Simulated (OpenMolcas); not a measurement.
# B⁺: CASSCF and CASPT2 terms and fine-structure levels

Which level of B⁺ lies lowest, and where do the others fall? The reference wave functions come first, then spin-orbit coupling, then second-order correlation under several settings.

Method: state-averaged CASSCF and CASPT2, spin-orbit coupling by RASSI with atomic mean-field integrals. Code: OpenMolcas 26.06.

## 1. What is computed

| Quantity | Value |
| --- | --- |
| Species | B⁺ (boron, Z = 5, 4 electrons) |
| Basis | ANO-RCC-VDZ [3s2p], 9 functions |
| Scalar Hamiltonian | DKH4, point nucleus |
| Inactive shells | 1s |
| Active space | 2 electrons in 4 orbitals (2s 2p) |
| Some configurations of this space | 2p2, 2s 2p, 2s2 |
| Orbitals | optimised for the highest spin of each parity, averaged over the low roots |

The outer shells:

2p2
```
2p [↑ ][↑ ][  ]
```

2s 2p
```
2s [↑ ]
2p [↑ ][  ][  ]
```

2s2
```
2s [↑↓]
```

Each step is its own input file, run in one work folder so that later steps find the files of earlier ones. Labels, J, g values, rates, χT and fits are worked out afterwards by a script from the matrices that RASSI stores.

## 2. GATEWAY and SEWARD: basis and integrals

The input, a.inp:

```
&GATEWAY
Coord
1

B 0.0 0.0 0.0
Basis=ANO-RCC-VDZ
Group=XYZ
NoMove
AngMom=0.0 0.0 0.0
AMFI
&SEWARD
Relativistic=R04O02
```

Command:

```bash
$ OMP_NUM_THREADS=1 MOLCAS_MEM=2252 MOLCAS_PROJECT=a pymolcas a.inp > a.log
```

## 3. CASSCF: triplets of even parity, 3 roots

The input, a.inp:

```
&RASSCF
FileOrb=start.orb
Symmetry=1
Spin=3
nActEl=2 0 0
Inactive=1 0
Ras2=1 3
CIRoot=3 3 1
SDav=3
CIMx=300
Iter=120 100
PrWF=0.3
OrbListing=Nothing
MaxOrb=0
Atom
>>> COPY $Project.JobIph JOB001
```

start.orb holds the contracted functions of the basis, ordered by shell, or the orbitals of the step before.

## 4. CASSCF: singlets of even parity, 7 roots

The input, a.inp:

```
&RASSCF
FileOrb=start.orb
Symmetry=1
Spin=1
nActEl=2 0 0
Inactive=1 0
Ras2=1 3
CIRoot=7 7 1
SDav=7
CIMx=300
Iter=120 100
PrWF=0.3
OrbListing=Nothing
MaxOrb=0
Atom
CIOnly
>>> COPY $Project.JobIph JOB002
```

## 5. CASSCF: triplets of odd parity, 3 roots

The input, a.inp:

```
&RASSCF
FileOrb=start.orb
Symmetry=2
Spin=3
nActEl=2 0 0
Inactive=1 0
Ras2=1 3
CIRoot=3 3 1
SDav=3
CIMx=300
Iter=120 100
PrWF=0.3
OrbListing=Nothing
MaxOrb=0
Atom
>>> COPY $Project.JobIph JOB003
```

## 6. Reference wave functions, singlets of odd parity, 3 roots

a.inp, as its differences from that of step 5:

```diff
@@ -3,3 +3,3 @@
 Symmetry=2
-Spin=3
+Spin=1
 nActEl=2 0 0
@@ -15,2 +15,3 @@
 Atom
->>> COPY $Project.JobIph JOB003
+CIOnly
+>>> COPY $Project.JobIph JOB004
```

## 7. State interaction with spin-orbit coupling

The input, a.inp:

```
&RASSI
NrOfJobIphs=4 3 6 3 3
1 2 3
1 2 3 4 5 6
1 2 3
1 2 3
IphNames
JOB001
JOB002
JOB003
JOB004
EJob
SpinOrbit
DIPRint=1.0
SOCoupling=1000.0
Subsets=2
MEES
Property=10
'ANGMOM' 1 'ANGMOM' 2 'ANGMOM' 3 'MLTPL  1' 1 'MLTPL  1' 2 'MLTPL  1' 3
'AMFI' 1 'AMFI' 2 'AMFI' 3 'MLTPL  2' 6
SOProperty=3
'ANGMOM' 1 'ANGMOM' 2 'ANGMOM' 3
```

## 8. CASPT2: IPEA 0.5 (closed shells correlated: 1s)

The input, a.inp:

```
>>> COPY JOB001 $Project.JobIph
&CASPT2
Multistate=3 1 2 3
Frozen=0 0
IPEA=0.5
MaxIter=60
WThr=0.0 0.3 0.05
PrWF=0.5
NoMix
>>> COPY JOB002 $Project.JobIph
&CASPT2
Multistate=6 1 2 3 4 5 6
Frozen=0 0
IPEA=0.5
MaxIter=60
WThr=0.0 0.3 0.05
PrWF=0.5
NoMix
>>> COPY JOB003 $Project.JobIph
&CASPT2
Multistate=3 1 2 3
Frozen=0 0
IPEA=0.5
MaxIter=60
WThr=0.0 0.3 0.05
PrWF=0.5
NoMix
>>> COPY JOB004 $Project.JobIph
&CASPT2
Multistate=3 1 2 3
Frozen=0 0
IPEA=0.5
MaxIter=60
WThr=0.0 0.3 0.05
PrWF=0.5
NoMix
```

## 9. CASPT2: IPEA 0, sigma1 regulariser 0.4 (closed shells correlated: 1s)

a.inp, as its differences from that of step 8:

```diff
@@ -3,4 +3,6 @@
 Multistate=3 1 2 3
+NoMult
 Frozen=0 0
-IPEA=0.5
+IPEA=0.0
+Sig1=0.4
 MaxIter=60
@@ -12,4 +14,6 @@
 Multistate=6 1 2 3 4 5 6
+NoMult
 Frozen=0 0
-IPEA=0.5
+IPEA=0.0
+Sig1=0.4
 MaxIter=60
@@ -21,4 +25,6 @@
 Multistate=3 1 2 3
+NoMult
 Frozen=0 0
-IPEA=0.5
+IPEA=0.0
+Sig1=0.4
 MaxIter=60
@@ -30,4 +36,6 @@
 Multistate=3 1 2 3
+NoMult
 Frozen=0 0
-IPEA=0.5
+IPEA=0.0
+Sig1=0.4
 MaxIter=60
```

## 10. CASPT2: IPEA 0, real shift 0.2 (closed shells correlated: 1s)

a.inp, as its differences from that of step 9:

```diff
@@ -6,3 +6,3 @@
 IPEA=0.0
-Sig1=0.4
+Shift=0.2
 MaxIter=60
@@ -17,3 +17,3 @@
 IPEA=0.0
-Sig1=0.4
+Shift=0.2
 MaxIter=60
@@ -28,3 +28,3 @@
 IPEA=0.0
-Sig1=0.4
+Shift=0.2
 MaxIter=60
@@ -39,3 +39,3 @@
 IPEA=0.0
-Sig1=0.4
+Shift=0.2
 MaxIter=60
```

(Steps that only read results are left out.)

Before running it: what results should come out? Wanted: lowest level; first excited level; strongest of the lines computed, by gA, at SS-CASPT2 energies.

**Answer**, as computed:

| quantity | value |
| --- | --- |
| method | SS-CASPT2, IPEA 0.5 (closed shells correlated: 1s) |
| lowest level | 2s2 1S0, 100 % of that term |
| ground level listed by NIST | 1S0 |
| first excited level | 2s 2p 3P* 0 at 37940 cm-1 |
| strongest of the lines computed, by gA, at SS-CASPT2 energies | 2s 2p 1P* 1 → 2s2 1S0, 120 nm, A = 1.65e+09 s⁻¹ |

What each method costs and misses:

| method | time of its own steps | time with the reference | mean absolute difference from the measured levels (cm-1) |
| --- | --- | --- | --- |
| A. CASSCF | 7.9 s | 7.9 s | 2800 |
| B. SS-CASPT2, IPEA 0.5, +1s | 1.5 s | 9.4 s | 3200 |
| C. SS-CASPT2, IPEA 0, sigma1 regulariser 0.4, +1s | 1.5 s | 9.4 s | 3300 |
| D. SS-CASPT2, IPEA 0, real shift 0.2, +1s | 1.5 s | 9.4 s | 3300 |

Times are of one thread on a shared host.

In words: Method A lies closest to the measured levels (2800 cm⁻¹ on average) and C farthest (3300). Only the configurations of the active space and the roots asked for are present. The singlets rest on orbitals optimised for another spin in at least one step, which raises them against the optimised states. Not all states of the active space went into the spin-orbit step. Only valence configurations of the active space appear, up to the ionisation limit; * or ° marks odd parity.
